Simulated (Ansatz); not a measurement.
# AsH3+ (doublet): one geometry, many settings at distance As1–H3 = 1.226 Å

Aim: run AsH3+ (doublet) at one geometry under a spread of methods and options, and see what each costs and gives.

Method: the settings change from run to run; program: Ansatz 0.2.0, Gaussian basis.

15 further runs of the same task are left out: 1 for a known fault of the program, 10 that didn't finish, 4 set aside as unsound or not needed.

### Step 1. What is computed

The geometry derives from a PBE0/def2-TZVP stationary point (not a proven minimum). One bond is set to the value named and the two fragments are kept rigid. No spin-orbit coupling is included. The filled d shell of As may be among the frozen orbitals whatever the setting's name suggests; the logs give the count.

4 atoms, charge 1, spin multiplicity 2.

Atoms are counted from 1 here; the program's logs count them from 0.

Bond lengths: As1–H2 1.497 Å, As1–H3 1.226 Å, As1–H4 1.497 Å. Angles: H2–As1–H3 112.5°, H2–As1–H4 112.5°, H3–As1–H4 112.5°.

Geometry (Å):

```xyz
4
AsH3
As   -0.00166    0.00289   -0.01522
H     1.43445    0.01665    0.40690
H    -0.60098    1.01727    0.32375
H    -0.71018   -1.24841    0.40077
```

### Step 2. HF/def2-SVPD

The input, in.yaml:

```yaml
crystal:
  periodic: [false, false, false]
  atoms:
    - {symbol: As, position_ang: [-0.001659, 0.002886, -0.015221]}
    - {symbol: H, position_ang: [1.434453, 0.016648, 0.406901]}
    - {symbol: H, position_ang: [-0.600983, 1.017273, 0.323754]}
    - {symbol: H, position_ang: [-0.710184, -1.248408, 0.400771]}
basis:
  gaussian: {orbitals: def2-SVPD}
total_charge: 1
magnetization: {spin_polarized: true, initial_magnetization: 1}
hamiltonian: {xc: hf}
accuracy: high
output: {forces: true, orbitals: {seedname: orbitals}}
```

On the command line:

```sh
> ansatz run in.yaml --threads 1 --pin off --events-out ev --progress --plain --max-ram 2393MiB
```

What it wrote:

```text
Functional definition: HF
  name "HF"
  cite "Fock, Z. Phys. 61, 126 (1930) doi:10.1007/BF01340294"
  parent pbe
  exchange = exact_x
  correlation = 0
1167 factors; integrals over basis functions are off by at most 4.5e-9 eV
mean field evaluation 1: about -60824.9602 eV, gradient 7.7e0 eV
mean field evaluation 2: about -60824.9807 eV, gradient 7.7e0 eV
mean field evaluation 4: about -60825.5459 eV, gradient 1.3e0 eV
mean field evaluation 8: about -60825.5600 eV, gradient 3.1e-4 eV
mean field -60825.56002156 eV, -2235.2981017470 hartree, gradient 3.1e-8 eV, S^2 0.756131; 0 other end points of the search recorded, 0 dependent functions left out
the calculation of the forces begins
reference -60825.56002156 eV, -2235.2981017470 hartree; 18, 17 occupied and 44, 45 virtual orbitals, 1167 factors
Total energy: -60825.56002156 eV, -2235.2981017470 hartree
Atom 0 at    -0.001659     0.002886    -0.015221 Å, force     5.377365    -9.103173    -2.687944 eV/Å
Atom 1 at     1.434453     0.016648     0.406901 Å, force    -0.311318    -0.049242    -0.115569 eV/Å
Atom 2 at    -0.600983     1.017273     0.323754 Å, force    -5.260228     8.903478     2.917638 eV/Å
Atom 3 at    -0.710184    -1.248408     0.400771 Å, force     0.194180     0.248936    -0.114125 eV/Å
Dipole moment:     0.009209    -0.016038     0.087922 e Å
```

Run time: 1.3 s. Hardware: 1 thread of Arm Neoverse V2, shared host.

From the report: ⟨S²⟩ of the determinant 0.756 (pure doublet: 0.75).

### Step 3. CCSD on UHF/6-31G

in.yaml, as its differences from that of step 2:

```diff
@@ -8,7 +8,6 @@
 basis:
-  gaussian: {orbitals: def2-SVPD}
+  gaussian: {orbitals: 6-31G, point_charges: [{charge: 1.00, position_ang: [4.341, 0.946, 0.011]}]}
 total_charge: 1
 magnetization: {spin_polarized: true, initial_magnetization: 1}
-hamiltonian: {xc: hf}
-accuracy: high
-output: {forces: true, orbitals: {seedname: orbitals}}
+correlation: {method: ccsd, electrons: all}
+scf: {lower_state_search: off}
```

The command is unchanged.

What it wrote (excerpt; [...] marks lines left out):

```text
Functional definition: HF
  name "HF"
  cite "Fock, Z. Phys. 61, 126 (1930) doi:10.1007/BF01340294"
  parent pbe
[...]
346 factors; integrals over basis functions are off by at most 6.0e-4 eV
[...]
mean field -60819.78527710 eV, -2235.0858838025 hartree, gradient 5.8e-6 eV, S^2 0.755284; 0 other end points of the search recorded, 0 dependent functions left out
reference -60819.78527710 eV, -2235.0858838025 hartree; 18, 17 occupied and 17, 18 virtual orbitals, 346 factors
second order -6.85631157 eV of doubles, -0.00000000 eV of singles
cycle   1  -6.56972236 eV  change    2.9e-1 eV  update   5.2e-2
[...]
cycle   9  -6.84380415 eV  change    9.9e-6 eV  update   1.2e-5
Total energy: -60826.62908126 eV, -2235.3373889661 hartree
Checks for a lower state left out: stability, starts, cluster_reference, orbital_swaps, neighbouring_geometries, increment
```

Run time: 0.96 s. Hardware: 1 thread of Arm Neoverse V2, shared host.

From the report: ⟨S²⟩ of the determinant 0.755 (pure doublet: 0.75); correlation -6.8438 eV; T1 0.003; largest double amplitude 0.05.

### Step 4. NEVPT2(17,9)/def2-SVP

The input, in.yaml:

```yaml
crystal:
  periodic: [false, false, false]
  atoms:
    - {symbol: As, position_ang: [-0.001659, 0.002886, -0.015221]}
    - {symbol: H, position_ang: [1.434453, 0.016648, 0.406901]}
    - {symbol: H, position_ang: [-0.600983, 1.017273, 0.323754]}
    - {symbol: H, position_ang: [-0.710184, -1.248408, 0.400771]}
basis:
  gaussian: {orbitals: def2-SVP}
total_charge: 1
magnetization: {spin_polarized: false, initial_magnetization: 1}
correlation: {method: sc_nevpt2, electrons: valence, active_space: {window: {electrons: 17, orbitals: 9}, states: [{multiplicity: 2, weights: [1, 1, 1, 1]}], root: 0}}
```

The command is unchanged.

What it wrote (excerpt; [...] marks lines left out):

```text
Functional definition: HF
  name "HF"
  cite "Fock, Z. Phys. 61, 126 (1930) doi:10.1007/BF01340294"
  parent pbe
[...]
794 factors; integrals over basis functions are off by at most 1.8e-7 eV
[...]
mean field -60825.44323557 eV, -2235.2938099408 hartree, gradient 5.2e-6 eV, S^2 0.750000; 0 other end points of the search recorded, 0 dependent functions left out
reference -60825.44323557 eV, -2235.2938099408 hartree; 18, 17 occupied and 29, 30 virtual orbitals, 794 factors
state -60825.25206417 eV, -2235.2867845215 hartree
state -60819.27006106 eV, -2235.0669499622 hartree
state -60818.40770079 eV, -2235.0352588067 hartree
state -60810.57677601 eV, -2234.7474776291 hartree
state -60825.25206417 eV, -2235.2867845215 hartree; corrected -60830.46795102 eV, -2235.4784648278 hartree
state -60819.27006106 eV, -2235.0669499622 hartree; corrected -60824.94859862 eV, -2235.2756323685 hartree
state -60818.40770079 eV, -2235.0352588067 hartree; corrected -60824.08198940 eV, -2235.2437850669 hartree
state -60810.57677601 eV, -2234.7474776291 hartree; corrected -60817.21001888 eV, -2234.9912448083 hartree
Total energy: -60830.46795102 eV, -2235.4784648278 hartree
```

Run time: 0.84 s. Hardware: 1 thread of Arm Neoverse V2, shared host.

From the report: 6 determinants; active occupations (of the averaged states) 2.00, 2.00, 2.00, 2.00, 2.00, 1.75, 1.75, 1.75, 1.75.

### Step 5. MRCISD+Q(relaxed)(1,7)/6-31G

The input, in.yaml:

```yaml
crystal:
  periodic: [false, false, false]
  atoms:
    - {symbol: As, position_ang: [-0.001659, 0.002886, -0.015221]}
    - {symbol: H, position_ang: [1.434453, 0.016648, 0.406901]}
    - {symbol: H, position_ang: [-0.600983, 1.017273, 0.323754]}
    - {symbol: H, position_ang: [-0.710184, -1.248408, 0.400771]}
basis:
  gaussian: {orbitals: 6-31G, fitting: {mean_field: def2-universal-jkfit}}
total_charge: 1
magnetization: {spin_polarized: false, initial_magnetization: 1}
correlation: {method: fic_mrcisd_q_relaxed, electrons: outside_noble_gas, active_space: {window: {electrons: 1, orbitals: 7}, states: [{multiplicity: 2, weights: [0.5, 1]}]}}
accuracy: high
scf: {lower_state_search: off}
```

Launched as before.

What it wrote (excerpt; [...] marks lines left out):

```text
Functional definition: HF
  name "HF"
  cite "Fock, Z. Phys. 61, 126 (1930) doi:10.1007/BF01340294"
  parent pbe
[...]
320 factors; integrals over basis functions are off by at most 7.2e-2 eV
[...]
mean field -60822.96591581 eV, -2235.2027701188 hartree, gradient 1.5e-8 eV, S^2 0.750000; 0 other end points of the search recorded, 0 dependent functions left out
reference -60822.96591581 eV, -2235.2027701188 hartree; 18, 17 occupied and 17, 18 virtual orbitals, 320 factors
state -60822.76888683 eV, -2235.1955294374 hartree
state -60814.60909500 eV, -2234.8956626188 hartree
contracted CI cycle   1: correlation 0.00000000 eV, 0.0000000000 hartree, residual 1.04e1 eV
contracted CI cycle   2: correlation -1.92355465 eV, -0.0706893296 hartree, residual 2.27e0 eV
contracted CI cycle   3: correlation -2.01920256 eV, -0.0742043254 hartree, residual 6.05e-1 eV
contracted CI cycle   4: correlation -2.02534830 eV, -0.0744301772 hartree, residual 1.25e-1 eV
[...]
contracted CI cycle  18: correlation -2.29867188 eV, -0.0844746335 hartree, residual 9.45e-5 eV
contracted CI cycle  19: correlation -2.29867188 eV, -0.0844746336 hartree, residual 4.07e-5 eV
contracted CI cycle  20: correlation -2.29867188 eV, -0.0844746336 hartree, residual 1.70e-5 eV
contracted CI cycle  21: correlation -2.29867188 eV, -0.0844746336 hartree, residual 6.45e-6 eV
contracted CI cycle  22: correlation -2.29867188 eV, -0.0844746336 hartree, residual 2.22e-6 eV
contracted CI cycle  23: correlation -2.29867188 eV, -0.0844746336 hartree, residual 8.19e-7 eV
contracted CI cycle  24: correlation -2.29867188 eV, -0.0844746336 hartree, residual 3.84e-7 eV
state -60814.60909500 eV, -2234.8956626188 hartree; corrected -60817.19470451 eV, -2234.9906820156 hartree
WARN: 5 active orbitals are nearly empty or full. The corrections depend on them more than the energy does, and are more stable in an active space without them
Total energy: -60819.76507140 eV, -2235.0851412564 hartree
Checks for a lower state left out: stability, starts, cluster_reference, orbital_swaps, neighbouring_geometries, increment
```

It took 1.9 s on 1 thread of Arm Neoverse V2, shared host.

From the report: 5 determinants; active occupations (of the averaged states) 0.67, 0.33, 0.00, 0.00, 0.00, 0.00, 0.00. The report marks this result as in doubt.

### Step 6. NEVPT2(3,3)/def2-SVP

The input, in.yaml:

```yaml
crystal:
  periodic: [false, false, false]
  atoms:
    - {symbol: As, position_ang: [-0.001659, 0.002886, -0.015221]}
    - {symbol: H, position_ang: [1.434453, 0.016648, 0.406901]}
    - {symbol: H, position_ang: [-0.600983, 1.017273, 0.323754]}
    - {symbol: H, position_ang: [-0.710184, -1.248408, 0.400771]}
basis:
  gaussian: {orbitals: def2-SVP}
total_charge: 1
magnetization: {spin_polarized: false, initial_magnetization: 1}
hamiltonian: {pseudopotentials: {relativity: none}}
correlation: {method: sc_nevpt2, electrons: outside_noble_gas, active_space: {window: {electrons: 3, orbitals: 3}}}
scf: {lower_state_search: full}
```

The command is unchanged.

What it wrote:

```text
Functional definition: HF
  name "HF"
  cite "Fock, Z. Phys. 61, 126 (1930) doi:10.1007/BF01340294"
  parent pbe
  exchange = exact_x
  correlation = 0
471 factors; integrals over basis functions are off by at most 1.2e-3 eV
mean field evaluation 1: about -60824.9373 eV, gradient 9.7e0 eV
mean field evaluation 2: about -60824.9469 eV, gradient 9.7e0 eV
mean field evaluation 4: about -60825.4340 eV, gradient 1.4e0 eV
mean field evaluation 8: about -60825.4432 eV, gradient 9.5e-4 eV
mean field evaluation 16: about -60825.2267 eV, gradient 7.4e0 eV
mean field evaluation 32: about -60825.4403 eV, gradient 5.0e-1 eV
mean field -60825.44316159 eV, -2235.2938072222 hartree, gradient 2.8e-6 eV, S^2 0.750000; 3 other end points of the search recorded, 0 dependent functions left out
reference -60825.44316159 eV, -2235.2938072222 hartree; 18, 17 occupied and 29, 30 virtual orbitals, 471 factors
state -60825.86569807 eV, -2235.3093351514 hartree
state -60825.86569807 eV, -2235.3093351514 hartree; corrected -60828.16042020 eV, -2235.3936646343 hartree
Total energy: -60828.16042020 eV, -2235.3936646343 hartree
```

Run time: 1.4 s. Hardware: 1 thread of Arm Neoverse V2, shared host.

From the report: 9 determinants; active occupations 1.98, 1.00, 0.02.

### Step 7. HF/cc-pVDZ

The input, in.yaml:

```yaml
crystal:
  periodic: [false, false, false]
  atoms:
    - {symbol: As, position_ang: [-0.001659, 0.002886, -0.015221]}
    - {symbol: H, position_ang: [1.434453, 0.016648, 0.406901]}
    - {symbol: H, position_ang: [-0.600983, 1.017273, 0.323754]}
    - {symbol: H, position_ang: [-0.710184, -1.248408, 0.400771]}
basis:
  gaussian: {orbitals: cc-pVDZ}
total_charge: 1
magnetization: {spin_polarized: false, initial_magnetization: 1}
hamiltonian: {xc: hf}
output: {orbitals: {seedname: orbitals}}
```

The command is unchanged.

What it wrote:

```text
Functional definition: HF
  name "HF"
  cite "Fock, Z. Phys. 61, 126 (1930) doi:10.1007/BF01340294"
  parent pbe
  exchange = exact_x
  correlation = 0
456 factors; integrals over basis functions are off by at most 1.1e-3 eV
mean field evaluation 1: about -60831.6769 eV, gradient 9.3e0 eV
mean field evaluation 2: about -60831.6789 eV, gradient 9.3e0 eV
mean field evaluation 4: about -60832.1666 eV, gradient 5.8e-1 eV
mean field evaluation 8: about -60832.1700 eV, gradient 1.1e-5 eV
mean field -60832.16999176 eV, -2235.5410136715 hartree, gradient 2.1e-5 eV, S^2 0.750000; 0 other end points of the search recorded, 0 dependent functions left out
reference -60832.16999176 eV, -2235.5410136715 hartree; 18, 17 occupied and 24, 25 virtual orbitals, 456 factors
Total energy: -60832.16999176 eV, -2235.5410136715 hartree
```

Wall time 0.33 s (1 thread of Arm Neoverse V2, shared host).

### Step 8. BCCD on UHF/6-31G

in.yaml, as its differences from that of step 7:

```diff
@@ -8,6 +8,6 @@
 basis:
-  gaussian: {orbitals: cc-pVDZ}
+  gaussian: {orbitals: 6-31G}
 total_charge: 1
-magnetization: {spin_polarized: false, initial_magnetization: 1}
-hamiltonian: {xc: hf}
-output: {orbitals: {seedname: orbitals}}
+magnetization: {spin_polarized: true, initial_magnetization: 1}
+correlation: {method: bccd, electrons: outside_noble_gas}
+scf: {lower_state_search: off}
```

The command is unchanged.

What it wrote (excerpt; [...] marks lines left out):

```text
Functional definition: HF
  name "HF"
  cite "Fock, Z. Phys. 61, 126 (1930) doi:10.1007/BF01340294"
  parent pbe
[...]
346 factors; integrals over basis functions are off by at most 6.0e-4 eV
[...]
mean field -60823.00340649 eV, -2235.2041478760 hartree, gradient 5.7e-6 eV, S^2 0.755583; 0 other end points of the search recorded, 0 dependent functions left out
14 core orbitals not correlated: weight in the atoms' cores, before any rotation towards them, 0.998 or more for the frozen orbitals, at most 0.001 for the correlated occupied ones
reference -60823.00340649 eV, -2235.2041478760 hartree; 4, 3 occupied and 17, 18 virtual orbitals, 346 factors
second order -1.36226814 eV of doubles, -0.00000000 eV of singles
cycle   1  -1.69811976 eV  change   -3.4e-1 eV  update   4.5e-2
[...]
cycle   9  -1.86538635 eV  change   -6.2e-6 eV  update   4.2e-6
Total energy: -60824.86879284 eV, -2235.2726995599 hartree
Checks for a lower state left out: stability, starts, cluster_reference, orbital_swaps, neighbouring_geometries, increment
```

Run time: 0.46 s. Hardware: 1 thread of Arm Neoverse V2, shared host.

From the report: ⟨S²⟩ of the determinant 0.756 (pure doublet: 0.75); correlation -1.8654 eV; largest double amplitude 0.05.

### Step 9. CASSCF(3,3)/6-31G*

The input, in.yaml:

```yaml
crystal:
  periodic: [false, false, false]
  atoms:
    - {symbol: As, position_ang: [-0.001659, 0.002886, -0.015221]}
    - {symbol: H, position_ang: [1.434453, 0.016648, 0.406901]}
    - {symbol: H, position_ang: [-0.600983, 1.017273, 0.323754]}
    - {symbol: H, position_ang: [-0.710184, -1.248408, 0.400771]}
basis:
  gaussian: {orbitals: "6-31G*"}
total_charge: 1
magnetization: {spin_polarized: false, initial_magnetization: 1}
correlation: {active_space: {window: {electrons: 3, orbitals: 3}, states: [{multiplicity: 2, weights: [1, 1]}], root: 1}}
```

Launched as before.

What it wrote:

```text
Functional definition: HF
  name "HF"
  cite "Fock, Z. Phys. 61, 126 (1930) doi:10.1007/BF01340294"
  parent pbe
  exchange = exact_x
  correlation = 0
680 factors; integrals over basis functions are off by at most 2.0e-7 eV
mean field evaluation 1: about -60824.3215 eV, gradient 1.0e1 eV
mean field evaluation 2: about -60824.3397 eV, gradient 1.0e1 eV
mean field evaluation 4: about -60824.8111 eV, gradient 1.6e0 eV
mean field evaluation 8: about -60824.8204 eV, gradient 4.1e-4 eV
mean field -60824.82042263 eV, -2235.2709219877 hartree, gradient 1.7e-6 eV, S^2 0.750000; 0 other end points of the search recorded, 0 dependent functions left out
reference -60824.82042263 eV, -2235.2709219877 hartree; 18, 17 occupied and 23, 24 virtual orbitals, 680 factors
state -60825.03613663 eV, -2235.2788493311 hartree
state -60819.00764437 eV, -2235.0573063266 hartree
Total energy: -60819.00764437 eV, -2235.0573063266 hartree
```

Run time: 1.2 s. Hardware: 1 thread of Arm Neoverse V2, shared host.

From the report: 9 determinants; active occupations (of the averaged states) 1.49, 1.47, 0.03.

### Step 10. CCSDT on ROHF/STO-3G

in.yaml, as its differences from that of step 9:

```diff
@@ -8,5 +8,7 @@
 basis:
-  gaussian: {orbitals: "6-31G*"}
+  gaussian: {orbitals: STO-3G}
 total_charge: 1
 magnetization: {spin_polarized: false, initial_magnetization: 1}
-correlation: {active_space: {window: {electrons: 3, orbitals: 3}, states: [{multiplicity: 2, weights: [1, 1]}], root: 1}}
+hamiltonian: {pseudopotentials: {relativity: none}}
+correlation: {method: ccsdt, electrons: valence}
+scf: {lower_state_search: light}
```

Same command.

What it wrote (excerpt; [...] marks lines left out):

```text
Functional definition: HF
  name "HF"
  cite "Fock, Z. Phys. 61, 126 (1930) doi:10.1007/BF01340294"
  parent pbe
[...]
255 factors; integrals over basis functions are off by at most 3.7e-8 eV
[...]
mean field -60157.15365752 eV, -2210.7346209304 hartree, gradient 8.3e-7 eV, S^2 0.750000; 0 other end points of the search recorded, 0 dependent functions left out
[...]
9 core orbitals not correlated: weight in the atoms' cores, before any rotation towards them, 1.000 or more for the frozen orbitals, at most 0.000 for the correlated occupied ones
reference -60157.15365752 eV, -2210.7346209304 hartree; 9, 8 occupied and 3, 4 virtual orbitals, 255 factors
second order -0.84710593 eV of doubles, -0.01219321 eV of singles
cycle   1  -1.14677806 eV  change   -2.9e-1 eV  update   4.6e-2
[...]
cycle  11  -1.33338767 eV  change    8.1e-7 eV  update   1.2e-6
Total energy: -60158.48704518 eV, -2210.7836220233 hartree
```

Wall time 0.6 s (1 thread of Arm Neoverse V2, shared host).

From the report: correlation -1.3334 eV; T1 0.007; largest double amplitude 0.07.

### Step 11. All runs side by side

Where basis and cores are those of an earlier FCI/6-31G run (-60824.8947 eV), and the state is the same kind, the miss against it is given. † marks a result that the program doubts.

```
                                                  level         correlated  functions  energy (eV)  from FCI (meV)    time
                                           HF/def2-SVPD                            62  -60825.5600                   1.3 s
              CCSD on UHF/6-31G (beside a point charge)                all         35  -60826.6291                  0.96 s
      NEVPT2(17,9)/def2-SVP (lowest root of an average)            valence         47  -60830.4680                  0.84 s
MRCISD+Q(relaxed)(1,7)/6-31G (mean of several states) †  outside noble gas         35  -60819.7651                   1.9 s
                                   NEVPT2(3,3)/def2-SVP  outside noble gas         47  -60828.1604                   1.4 s
                                             HF/cc-pVDZ                            42  -60832.1700                  0.33 s
                                      BCCD on UHF/6-31G  outside noble gas         35  -60824.8688            26.0  0.46 s
      CASSCF(3,3)/6-31G* (excited root 1 of an average)                            41  -60819.0076                   1.2 s
                                   CCSDT on ROHF/STO-3G            valence         21  -60158.4870                   0.6 s
```

### Step 12. Results

| quantity | value |
| --- | --- |
| runs | 9 |
| quickest | HF/cc-pVDZ, 0.33 s |
| slowest | MRCISD+Q(relaxed)(1,7)/6-31G (mean of several states) †, 1.9 s |

What this shows: Total energies in different bases, with other cores or another treatment of relativity can't be set against each other. MRCISD+Q(relaxed)(1,7)/6-31G (mean of several states) † took 6 times as long as HF/cc-pVDZ; the jobs differ in more than the method.
